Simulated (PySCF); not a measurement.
# One shape, several levels: CH7NOSi (SMILES CO[SiH2]N)

Aim: a comparison of 5 runs (HF/3-21G, HF/def2-TZVP, B3LYP/6-31G*, PBE0/def2-SVP, r2SCAN/def2-SVP) of CH7NOSi. The job is set up through a Python script.

Program for the calculation: PySCF 2.14.0.

### Step 1. Starting point

CH7NOSi has 11 atoms, charge 0, and is taken as a singlet. SMILES: `CO[SiH2]N`. The shape is that of a PBE0-D4/def2-TZVP optimisation. This is one conformer, not always the lowest.

Bond lengths: C1–O2 1.407 Å, O2–Si3 1.648 Å, Si3–N4 1.701 Å, C1–H5 1.097 Å, C1–H6 1.091 Å, C1–H7 1.097 Å, Si3–H8 1.488 Å, Si3–H9 1.488 Å, N4–H10 1.007 Å, N4–H11 1.007 Å. Some angles: C1–O2–Si3 122.1°, O2–Si3–N4 112.5°, O2–C1–H5 111.7°, O2–C1–H6 108.5°, O2–C1–H7 111.7°, O2–Si3–H8 108.4°, O2–Si3–H9 108.6°, N4–Si3–H8 108.4°, N4–Si3–H9 108.2°, Si3–N4–H10 120.7°.

### Step 2. Energy and forces at HF/3-21G (run 1)

Input file input.py:

```python
import pyscf.grad
from pyscf import gto

molecule = gto.M(
    atom=[
    ('C', (-0.655300, 1.711900, 0.500200)),
    ('O', (-0.610600, 0.508700, -0.227100)),
    ('Si', (0.533800, -0.642700, 0.054300)),
    ('N', (0.344700, -2.006900, -0.943700)),
    ('H', (0.258400, 2.302900, 0.362300)),
    ('H', (-1.501500, 2.301200, 0.142400)),
    ('H', (-0.790700, 1.531800, 1.573800)),
    ('H', (0.421900, -1.079900, 1.472300)),
    ('H', (1.874600, -0.055000, -0.212100)),
    ('H', (-0.403400, -2.661100, -0.783300)),
    ('H', (0.593600, -1.968000, -1.918400)),
],
    basis='3-21g',
    verbose=3,
    max_memory=1860,
)

mf = molecule.RHF()
mf.conv_tol = 1e-10
mf.kernel()
if not mf.converged:
    mf = mf.newton().run(mf.mo_coeff, mf.mo_occ)

e_tot = mf.e_tot
print('Final energy', e_tot)
grad = mf.Gradients().kernel()
mf.analyze()
```

Command:

```console
$ OMP_NUM_THREADS=1 python input.py
```

The log of the run:

```text
converged SCF energy = -457.762452780338
[... 13 lines left out ...]
MO #4   energy= -11.220990933571   occ= 2
[... 9 lines left out ...]
MO #14  energy= -0.627407989324578 occ= 2
[... 9 lines left out ...]
MO #24  energy= 0.280507044682395  occ= 0
[... 9 lines left out ...]
MO #34  energy= 0.620457868902064  occ= 0
[... 9 lines left out ...]
MO #44  energy= 1.36084112811981   occ= 0
[... 9 lines left out ...]
MO #54  energy= 3.34572910926303   occ= 0
[... 12 lines left out ...]
Dipole moment(X, Y, Z, Debye): -0.19965,  0.33213,  0.05467
```

Wall time 4.8 s (1 thread of Intel Xeon at 2.50GHz (Skylake/Cascade Lake), shared host); peak memory 0.13 GiB.

### Step 3. Energy and gradient at HF/def2-TZVP (run 2)

Input file run.py:

```python
# CO[SiH2]N
import pyscf.grad
from pyscf import gto

mol = gto.Mole()
mol.atom = '''
C   -0.655300   1.711900   0.500200
O   -0.610600   0.508700  -0.227100
Si   0.533800  -0.642700   0.054300
N    0.344700  -2.006900  -0.943700
H    0.258400   2.302900   0.362300
H   -1.501500   2.301200   0.142400
H   -0.790700   1.531800   1.573800
H    0.421900  -1.079900   1.472300
H    1.874600  -0.055000  -0.212100
H   -0.403400  -2.661100  -0.783300
H    0.593600  -1.968000  -1.918400
'''
mol.basis = 'def2-tzvp'
mol.verbose = 3
mol.max_memory = 1860
mol.spin = 0
mol.charge = 0
mol.build()

hf = mol.RHF()
hf.conv_tol = 1e-10
hf.kernel()
if not hf.converged:
    hf = hf.newton().run(hf.mo_coeff, hf.mo_occ)

etot = hf.e_tot
print(f'total energy: {etot:.8f} hartree')
grad = hf.Gradients().kernel()
dip = hf.dip_moment()
pop, q = hf.mulliken_pop()
```

Command:

```console
$ OMP_NUM_THREADS=1 python run.py
```

The log of the run:

```text
converged SCF energy = -460.339392177232
total energy: -460.33939218 hartree
[... 8 lines left out ...]
Dipole moment(X, Y, Z, Debye): -0.36674,  0.19833, -0.17582
[... 184 lines left out ...]
charge of   10H =      0.24923
```

Wall time 2.1 min (1 thread of Intel Xeon at 2.50GHz (Skylake/Cascade Lake), shared host); peak memory 0.95 GiB.

Runs 3 to 4 aren't shown in full; the table further down has their settings and results.

### Step 4. Energy and gradient at r2SCAN/def2-SVP (run 5)

Input file job.py:

```python
import pyscf.grad
from pyscf import gto, dft

system = gto.M(
    atom='''
C     -0.655300     1.711900     0.500200
O     -0.610600     0.508700    -0.227100
Si     0.533800    -0.642700     0.054300
N      0.344700    -2.006900    -0.943700
H      0.258400     2.302900     0.362300
H     -1.501500     2.301200     0.142400
H     -0.790700     1.531800     1.573800
H      0.421900    -1.079900     1.472300
H      1.874600    -0.055000    -0.212100
H     -0.403400    -2.661100    -0.783300
H      0.593600    -1.968000    -1.918400
''',
    basis='def2-svp',
    max_memory=1860,
    verbose=4,
    spin=0,
)

ks = dft.RKS(system, xc='r2scan')
ks.conv_tol = 1e-10
ks.grids.level = 5
ks.kernel()
if not ks.converged:
    ks = ks.newton().run(ks.mo_coeff, ks.mo_occ)

e_final = ks.e_tot
print('E(%s) = %.9f' % ('R2SCAN', e_final))
grad = ks.Gradients().kernel()
dip = ks.dip_moment()
pop, q = ks.mulliken_pop()
```

Command:

```console
$ OMP_NUM_THREADS=1 python job.py
```

The log of the run:

```text
PySCF version 2.14.0

[... 84 lines left out ...]
converged SCF energy = -461.488596796934
[... 13 lines left out ...]
Dipole moment(X, Y, Z, Debye): -0.44140, -0.00876, -0.36881
[... 107 lines left out ...]
charge of   10H =      0.14156
```

Wall time 1.7 min (1 thread of Intel Xeon at 2.50GHz (Skylake/Cascade Lake), shared host); peak memory 0.94 GiB.

### Step 5. All runs side by side

| run | level | integration grid | energy (Eh) | dipole moment (D) | HOMO energy (eV) | LUMO energy (eV) | wall time |
| --- | --- | --- | --- | --- | --- | --- | --- |
| 1 | HF/3-21G | – | -457.762453 | 0.39 | -11.00 | 5.61 | 4.8 s |
| 2 | HF/def2-TZVP | – | -460.339392 | 0.45 | -11.41 | 3.44 | 2.1 min |
| 3 | B3LYP/6-31G* (spherical functions) | 5 | -461.830408 | 0.52 | -7.17 | 1.30 | 54 s |
| 4 | PBE0/def2-SVP | 5 | -461.294515 | 0.50 | -7.56 | 1.52 | 93 s |
| 5 | r2SCAN/def2-SVP | 5 | -461.488597 | 0.58 | -6.38 | 1.21 | 1.7 min |

### Step 6. Outcome

```
                       quantity          value
            run 5: total energy  -461.48860 Eh
           run 5: dipole moment         0.58 D
             run 5: HOMO energy       -6.38 eV
             run 5: LUMO energy        1.21 eV
           run 5: HOMO–LUMO gap        7.59 eV
run 5: largest force on an atom     0.670 eV/Å
```

**Reading.** The dipole moment (its size) runs from 0.39 D (HF/3-21G) to 0.58 D (r2SCAN/def2-SVP). The two ends differ in method and basis. The HOMO–LUMO gap runs from 7.59 eV (r2SCAN/def2-SVP) to 16.61 eV (HF/3-21G). Totals of different functionals can't be ranked against each other. All runs together took 6.3 min, the longest 2.1 min.
